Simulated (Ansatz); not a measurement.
# Ir: the cost of one run

Method: DFT PBE, scalar-relativistic, plane waves, PAW, in Ansatz 0.2.0.

2 further runs of the same task are left out: 2 set aside as unsound or not needed.

### Step 1. The structure to begin with

Symmetry: Fm-3m, No. 225, cubic system. The conventional cell has a = 3.871 Å, b = 3.871 Å, c = 3.871 Å, α = 90.00°, β = 90.00°, γ = 90.00°. Ir (site symmetry m-3m) has 12 Ir at 2.74 Å as nearest neighbours.

Coordinates:

```
CELL_PARAMETERS angstrom
0.00000 1.93533 1.93533
1.93533 0.00000 1.93533
1.93533 1.93533 0.00000
ATOMIC_POSITIONS crystal
Ir 0.00000 0.00000 0.00000
```

It is the result of an earlier relaxation at this level (volume 14.50 Å³/atom; gap on the mesh: none (metal)).

### Step 2. The bulk in the cell of the plane

Input file input.yaml:

```yaml
crystal:
  lattice:
    - [2.736967341, 0.0, 0.0]
    - [-1.3684836705, 2.3702832466, 0.0]
    - [1.3684836705, 0.7900944155, 2.234724476]
  atoms:
    - { symbol: Ir, position: [0.0, 0.0, 0.0] }
basis:
  ecutwfc: 420
kpoints:
  mp_grid: { grid: [15, 15, 15] }
hamiltonian:
  xc: pbe
scf:
  occupations: { method: gaussian, width: 0.1 }
output:
  forces: true
  stress: true
  eigenvalues: true
```

The run is started by

```console
ansatz run input.yaml --threads 2 --pin off --max-ram 5120MiB --backend cpu --events-out ev --progress --plain --runs-dir out
```

**Question.** How long does this run take on 2 threads of Arm Neoverse N1, shared host, and how much memory does it need?

About 1.1 s, with a peak of 0.27 GiB.
